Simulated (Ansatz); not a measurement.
Crystal: SiF.

```
CELL_PARAMETERS angstrom
3.02860 0.00000 0.00000
0.00000 3.02860 0.00000
0.00000 0.00000 3.02860
ATOMIC_POSITIONS crystal
Si 0.50000 0.50000 0.50000
F 0.00000 0.00000 0.00000
```

The cell was built by a generator and needn't be a form met in nature.

* Program: Ansatz 0.2.0
* Task: relaxation of cell and atoms
* Functional: PBEsol
* Potentials or basis: Ansatz PAW
* Cutoff: 420 eV (not typed: the program's choice for these potentials)
* k mesh: 9 × 9 × 9
* Occupations: fermi-dirac, width 0.05 eV
* Spin: no spin polarisation

At the start: volume 13.89 Å³/atom.

Problem. Where does the relaxation end?

Solution. It ends after 7 steps and the volume is 13.26 Å³/atom (-4.5 %); space group Pm-3m (No. 221, to 0.05 Å).

The path:
```
step  energy change (eV)  largest force (eV/Å)  volume (Å³)
   1              0.0000                0.0000        27.78
   2             -0.0176                0.0000        26.24
   3             -0.0176                0.0000        26.61
   4             -0.0177                0.0000        26.59
   5             -0.0148                0.0000        26.59
   6             -0.0151                0.0000        26.52
   7             -0.0150                0.0000        26.52
```

Final structure:
```cif
data_structure
_symmetry_space_group_name_H-M 'P 1'
_symmetry_Int_Tables_number 1
_cell_length_a 2.9820
_cell_length_b 2.9820
_cell_length_c 2.9820
_cell_angle_alpha 90.000
_cell_angle_beta 90.000
_cell_angle_gamma 90.000
_cell_volume 26.52
loop_
_atom_site_label
_atom_site_type_symbol
_atom_site_fract_x
_atom_site_fract_y
_atom_site_fract_z
_atom_site_occupancy
Si1 Si 0.50000 0.50000 0.50000 1
F1 F 0.00000 0.00000 0.00000 1
```

Caveat: the plane-wave basis is chosen anew once the cell has moved, so the energies of steps on either side of that aren't comparable; the pressure holds a Pulay correction of +0.5 GPa for the finite cutoff; an odd number of electrons without spin polarisation forces a metal; a magnetic or distorted state may lie lower; the PAW data sets come from PBE, with cores solved anew for the run's functional, which leaves a small shift of forces and pressure.
